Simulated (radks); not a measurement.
# Ca³⁺ in [Ne] 3s2 3p5: an all-electron calculation

Wanted: eigenvalues, radial structure and energy terms of the calcium ion Ca3+.

Method: Dirac Kohn-Sham, B86b exchange with PBE correlation, spin-unpolarised, spherical densities, point nucleus; open shells are shared between the two j in proportion to 2j + 1. Code: radks (a radial shooting solver on a logarithmic mesh, Libxc functionals) version 1.

## 1. The system

* element: calcium (Z = 20)
* charge: +3
* electrons: 17
* configuration: [Ne] 3s2 3p5

Outer shells as boxes (Hund's rule):

Ca³⁺
```
[Ne] core
3s [↑↓]
3p [↑↓][↑↓][↑ ]
```

## 2. The calculation

Settings of this run:

```text
Z 20
configuration [Ne] 3s2 3p5
relativity Dirac
functional b86_mgc,pbe
spin unpolarised
j_filling average
nucleus point
c 137.035999084
```

On the command line:

```
$ python run_ks.py task.json out
```

All runs below come from this command, one after another.

Q: Predict the outcome of this run.

The runs gave:

```
                        quantity                   value
                    total energy      -677.98815 hartree
exchange-correlation share of it                  5.20 %
                            −T/E                  1.0080
          highest occupied level       3p3/2, -59.562 eV
    most extended occupied level  3p3/2, <r> = 1.21 bohr
 radius at density 0.001 e/bohr³               2.81 bohr
    maxima of the radial density                       3
         ionisation energy, NIST   67.273 (semi-emp.) eV
```

**Reading.** The radial density shows 3 maxima for 3 occupied principal shells. −T/E is 1.008: with relativity the kinetic term as defined here no longer equals −E. The top level binds by 59.562 eV, 89 % of the NIST ionisation energy of 67.273 eV; the potential of a semilocal functional falls off too fast, so its top eigenvalue is too shallow. Spin polarisation and multiplet splitting are left out.
